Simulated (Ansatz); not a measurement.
**BeAu3 in Ansatz: convergence with ecutrho ratio**

The system is BeAu3.

```xyz
4
Lattice="4.0117 0.0000 0.0000 0.0000 4.0117 0.0000 0.0000 0.0000 4.0117" Properties=species:S:1:pos:R:3 pbc="T T T"
Au    2.0059    2.0059    0.0000
Au    2.0059    0.0000    2.0059
Au    0.0000    2.0059    2.0059
Be    0.0000    0.0000    0.0000
```

The cell comes from a database or a generator and needn't be the stable form of this composition.

| Item | Value |
| --- | --- |
| Program | Ansatz 0.2.0 |
| Task | convergence study |
| Functional | r2SCAN |
| Potentials or basis | PseudoDojo standard (PBE files) |
| Cutoff | 1197 eV |
| Density cutoff | 4789 eV |
| k mesh | 6 × 6 × 6 |
| Occupations | fermi-dirac, width 0.1 eV |
| Spin | no spin polarisation |

These are the settings of the first run; the series varies ecutrho ratio, with any setting tied to it.

Hardware: 2 threads of Arm Neoverse V1, on a shared host.

| ecutrho ratio | energy less the tightest run, at zero smearing (meV/atom) | SCF cycles | CPU time (s) | peak memory (GiB) |
| --- | --- | --- | --- | --- |
| 4 | 0.00 | 8 | 24 | 0.77 |
| 5 | 0.00 | 8 | 24 | 0.94 |
| 6 | 0.00 | 8 | 27 | 1.2 |
| 8 | 0.00 | 8 | 32 | 1.7 |
| 10 | 0.00 | 8 | 32 | 1.8 |
| 12 | 0.00 | 8 | 37 | 2.2 |

Against the tightest run, the energy stays within 1 meV/atom from 4 on. The tightest run that finished is the yardstick and may itself not be fully converged.

Caveat, for the tightest run too: the meta-GGA runs on potentials made for a GGA. The run has no spin-orbit coupling, so splittings on Au are missing.
